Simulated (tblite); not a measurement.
# C4H9BBr2: the cost of one run

Computed with tblite 0.8.0 and PySCF 2.14.0, with density-fitted response routines of our own, on a single molecule in the gas phase. Atoms are numbered from 0 throughout.

**1. Starting geometry**

16 atoms, charge 0, multiplicity 1; geometry from: force field or distance geometry start.

Bonds of the start (Å): C0–C1 1.50, C1–C2 1.49, C1–C3 1.51, C3–B4 1.59, B4–Br5 1.99, B4–Br6 2.01, C0–H7 1.11, C0–H8 1.12, C0–H9 1.11, C1–H10 1.12, C2–H11 1.12, C2–H12 1.10, C2–H13 1.11, C3–H14 1.14, C3–H15 1.09.

**2. Relaxing the molecule with GFN2-xTB**

What the job is given:

```
{"job": {"kind": "relax", "xc": "GFN2-xTB", "basis": "xTB"}, "charge": 0, "multiplicity": 1}
C     -1.565900     0.792200     0.325200
C     -0.421600    -0.178600     0.295500
C     -0.689600    -1.177700    -0.773000
C      0.829700     0.647900     0.081900
B      2.143100    -0.246500     0.051300
Br     2.732300    -1.026700     1.788400
Br     3.597000     0.454800    -1.154000
H     -2.351000     0.517400    -0.414100
H     -1.215800     1.809800     0.033200
H     -1.994000     0.866000     1.351200
H     -0.367300    -0.637100     1.316400
H     -1.798900    -1.216300    -0.940900
H     -0.166800    -0.968600    -1.714500
H     -0.406200    -2.188700    -0.401500
H      0.964300     1.333800     0.977900
H      0.703100     1.227300    -0.834200
```

The run is started by

```console
$ OMP_NUM_THREADS=1 python probes_run.py task.json out
```

One launch serves the whole session: the jobs run in the order shown.

Q: Estimate the wall time of this first job on 1 thread of Arm Neoverse N1, shared host.

About 1.2 s.
